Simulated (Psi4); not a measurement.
# [H2]+ (SMILES [H][H+]) at 3 levels

We compute a comparison of 3 runs (UB3LYP/6-31G*, U-tau-HCTHh/aug-pcseg-0, UB3LYP-D2/aug-cc-pV(D+d)Z) of [H2]+. 

The results are computed with Psi4 1.11.

11 further runs of the same task are left out: 5 that didn't finish, 6 set aside as unsound or not needed.

### Step 1. Starting point

[H2]+ has 2 atoms, charge +1, and is taken as a doublet. SMILES: `[H][H+]`. The coordinates come from a GFN2-xTB relaxation.

### Step 2. A single-point energy at UB3LYP/6-31G(d) (spherical functions) (run 1)

File run.py:

```python
import psi4

psi4.set_memory('1600 MB')
psi4.set_num_threads(1)
psi4.set_output_file('run.log', False)

geom = psi4.geometry("""
1 2
H      0.000000     0.000000     0.000000
H      0.000000     0.000000     1.026910
units angstrom
symmetry c1
no_reorient
no_com
""")

options = {'basis': '6-31G*', 'reference': 'uks', 'puream': True, 'e_convergence': 1e-09, 'd_convergence': 1e-08, 'scf_type': 'pk', 'dft_radial_points': 99, 'dft_spherical_points': 590, 'maxiter': 200}
psi4.set_options(options)

e, wfn = psi4.energy('B3LYP', return_wfn=True)
psi4.oeprop(wfn, 'MAYER_INDICES', 'QUADRUPOLE', 'DIPOLE')
print(f'total energy {e:.8f} hartree = {e * 27.211386:.5f} eV')
```

Run with:

```sh
$ python run.py
```

run.log:

```text
[...]
  Running in c1 symmetry.
[...]
  Nuclear repulsion =    0.515310212842411
[...]
  Multiplicity = 2
[...]
  Nalpha       = 1
  Nbeta        = 0
[...]
    Number of basis functions: 4
[...]
   @UKS iter   1:    -0.58474280246434    3.73682e-01   2.91067e-02 DIIS/ADIIS
[...]
   @UKS iter   4:    -0.59714164985035   -1.22500e-10   4.11222e-09 DIIS
[...]
   @S^2 Observed:                7.500000000E-01
[...]
  @UKS Final Energy:    -0.59714164985035
   => Energetics <=
    Nuclear Repulsion Energy =              0.5153102128424107
    One-Electron Energy =                  -1.0989311379120335
    Two-Electron Energy =                   0.2554944135580425
    DFT Exchange-Correlation Energy =      -0.2690151383387668
    Empirical Dispersion Energy =           0.0000000000000000
    VV10 Nonlocal Energy =                  0.0000000000000000
    Total Energy =                         -0.5971416498503470
[...]
 Multipole Moments:
 ------------------------------------------------------------------------------------
     Multipole            Electronic (a.u.)      Nuclear  (a.u.)        Total (a.u.)
 ------------------------------------------------------------------------------------
 L = 1.  Multiply by 2.5417464519 to convert [e a0] to [Debye]
 Dipole X            :          0.0000000            0.0000000            0.0000000
 Dipole Y            :          0.0000000            0.0000000            0.0000000
 Dipole Z            :         -0.9702893            1.9405787            0.9702893
 Magnitude           :                                                    0.9702893
 L = 2.  Multiply by 1.3450342976 to convert [e a0^2] to [Debye ang]
 Quadrupole XX       :         -0.6605932            0.0000000           -0.6605932
 Quadrupole XY       :          0.0000000            0.0000000            0.0000000
[...]
```

On the terminal:

```text
total energy -0.59714165 hartree = -16.24905 eV
```

Run time: 2.5 s. Hardware: 1 thread of AMD EPYC 7B13 (Zen 3), shared host; peak memory 0.21 GiB.

### Step 3. A single-point energy at U-tau-HCTHh/aug-pcseg-0 (DKH3) (run 2)

File calc.dat:

```
memory 1600 MB

molecule {
  1 2
  H
  H 1 R2

  R2 = 1.02691
  no_reorient
  no_com
}

set reference uks
set scf_type pk
set basis_guess STO-3G
set relativistic dkh
set dkh_order 3

energy("t-hcthh/aug-pcseg-0")
print_variables()
```

Run with:

```sh
$ psi4 calc.dat calc.out -n 1
```

calc.out:

```text
[...]
  Running in d2h symmetry.
[...]
  Nuclear repulsion =    0.515310212842411
[...]
  Multiplicity = 2
[...]
  Nalpha       = 1
  Nbeta        = 0
[...]
    Number of basis functions: 2
[...]
   @UKS iter   1:    -0.60104183946003    2.53330e-01   0.00000e+00 DIIS
[...]
   @UKS iter   3:    -0.60381762108032   -5.26489e-09   2.40720e-07 DIIS
[...]
   @S^2 Observed:                7.500000000E-01
[...]
  @UKS Final Energy:    -0.60381762108032
   => Energetics <=
    Nuclear Repulsion Energy =              0.5153102128424109
    One-Electron Energy =                  -1.0979321114109482
    Two-Electron Energy =                   0.2747942569472386
    DFT Exchange-Correlation Energy =      -0.2959899794590216
    Empirical Dispersion Energy =           0.0000000000000000
    VV10 Nonlocal Energy =                  0.0000000000000000
    Total Energy =                         -0.6038176210803202
[...]
 Multipole Moments:
 ------------------------------------------------------------------------------------
     Multipole            Electronic (a.u.)      Nuclear  (a.u.)        Total (a.u.)
 ------------------------------------------------------------------------------------
 L = 1.  Multiply by 2.5417464519 to convert [e a0] to [Debye]
 Dipole X            :          0.0000000            0.0000000            0.0000000
 Dipole Y            :          0.0000000            0.0000000            0.0000000
 Dipole Z            :          0.0000000            0.0000000            0.0000000
 Magnitude           :                                                    0.0000000
[...]
```

Run time: 2.5 s. Hardware: 1 thread of AMD EPYC 7B13 (Zen 3), shared host; peak memory 0.21 GiB.

### Step 4. Energy and one-electron properties at UB3LYP-D2/aug-cc-pV(D+d)Z (sfX2C) (run 3)

File h2.json:

```json
{
  "schema_name": "qcschema_input",
  "schema_version": 1,
  "molecule": {
    "schema_name": "qcschema_molecule",
    "schema_version": 2,
    "symbols": ["H", "H"],
    "geometry": [0.0, 0.0, 0.0, 0.0, 0.0, 1.94057865],
    "molecular_charge": 1,
    "molecular_multiplicity": 2
  },
  "driver": "energy",
  "model": {
    "method": "b3lyp-d2",
    "basis": "aug-cc-pV(D+d)Z"
  },
  "keywords": {
    "reference": "uks",
    "scf_type": "out_of_core",
    "relativistic": "x2c",
    "scf_properties": ["LOWDIN_CHARGES", "MULTIPOLE(3)", "WIBERG_LOWDIN_INDICES"]
  }
}
```

Run with:

```sh
$ psi4 --qcschema h2.json -n 1 --memory 1600MB
```

stdout:

```text
[...]
  Running in d2h symmetry.
[...]
  Nuclear repulsion =    0.515310214301286
[...]
  Multiplicity = 2
[...]
  Nalpha       = 1
  Nbeta        = 0
[...]
    Number of basis functions: 18
[...]
    WARNING: The X2C and Dirac Hamiltonians have substatially different eigenvalues!
             This is probably caused by the recontraction of the basis set.
[...]
   @UKS iter   1:    -0.59375976526388    3.58052e-01   1.33828e-02 ADIIS/DIIS
[...]
   @UKS iter   4:    -0.60760497496708   -4.09242e-09   4.18726e-07 DIIS
[...]
   @S^2 Observed:                7.500000000E-01
[...]
  @UKS Final Energy:    -0.60760497496708
   => Energetics <=
    Nuclear Repulsion Energy =              0.5153102143012860
    One-Electron Energy =                  -1.1157966820084388
    Two-Electron Energy =                   0.2679070139081669
    DFT Exchange-Correlation Energy =      -0.2750227134486601
    Empirical Dispersion Energy =          -0.0000028077194332
    VV10 Nonlocal Energy =                  0.0000000000000000
    Total Energy =                         -0.6076049749670793
[...]
 Multipole Moments:
 ------------------------------------------------------------------------------------
     Multipole            Electronic (a.u.)      Nuclear  (a.u.)        Total (a.u.)
 ------------------------------------------------------------------------------------
 L = 1.  Multiply by 2.5417464519 to convert [e a0] to [Debye]
 Dipole X            :          0.0000000            0.0000000            0.0000000
 Dipole Y            :          0.0000000            0.0000000            0.0000000
 Dipole Z            :          0.0000000            0.0000000            0.0000000
 Magnitude           :                                                    0.0000000
[...]
```

The result, in JSON:

```text
{
 "driver": "energy",
 "model": {
  "method": "b3lyp-d2",
  "basis": "aug-cc-pV(D+d)Z"
 },
 "success": true,
 "return_result": -0.6076049749670793,
 "properties": {
  "calcinfo_nbasis": 18,
  "calcinfo_nmo": 18,
  "calcinfo_nalpha": 1,
  "calcinfo_nbeta": 0,
  "calcinfo_natom": 2,
  "nuclear_repulsion_energy": 0.5153102143012861,
  "return_energy": -0.6076049749670793,
  "scf_one_electron_energy": -1.1157966820084388,
  "scf_two_electron_energy": 0.2679070139081669,
  "scf_xc_energy": -0.27502271344866014,
  "scf_dispersion_correction_energy": -2.807719433175986e-06,
  "scf_dipole_moment": [0.0, 0.0, 0.0],
  "scf_total_energy": -0.6076049749670793,
  "scf_iterations": 4
 }
}
```

It took 2.4 s on 1 thread of AMD EPYC 7B13 (Zen 3), shared host; peak memory 0.21 GiB.

Atomic charges (e):

| atom | Löwdin |
| --- | --- |
| H1 | +0.500 |
| H2 | +0.500 |

### Step 5. The series

| run | level | integration grid | symmetry | energy (Eh) | HOMO energy (eV) | ⟨S²⟩ | wall time |
| --- | --- | --- | --- | --- | --- | --- | --- |
| 1 | UB3LYP/6-31G* (spherical functions) | 99 radial × 590 angular | c1 | -0.597142 | -25.26 | 0.750 | 2.5 s |
| 2 | U-tau-HCTHh/aug-pcseg-0 (DKH3) | 75 radial × 302 angular | auto | -0.603818 | -25.04 | 0.750 | 2.5 s |
| 3 | UB3LYP-D2/aug-cc-pV(D+d)Z (sfX2C) | 75 radial × 302 angular | auto | -0.607605 | -25.28 | 0.750 | 2.4 s |

### Step 6. Results

```
                                 quantity         value
                      run 3: total energy   -0.60760 Eh
run 3: HOMO energy (highest over α and β)     -25.28 eV
                 run 3: dispersion energy  -0.01 kJ/mol
                              run 3: ⟨S²⟩         0.750
```

What this shows: Totals of different functionals can't be ranked against each other. All runs together took 7.4 s, the longest 2.5 s.
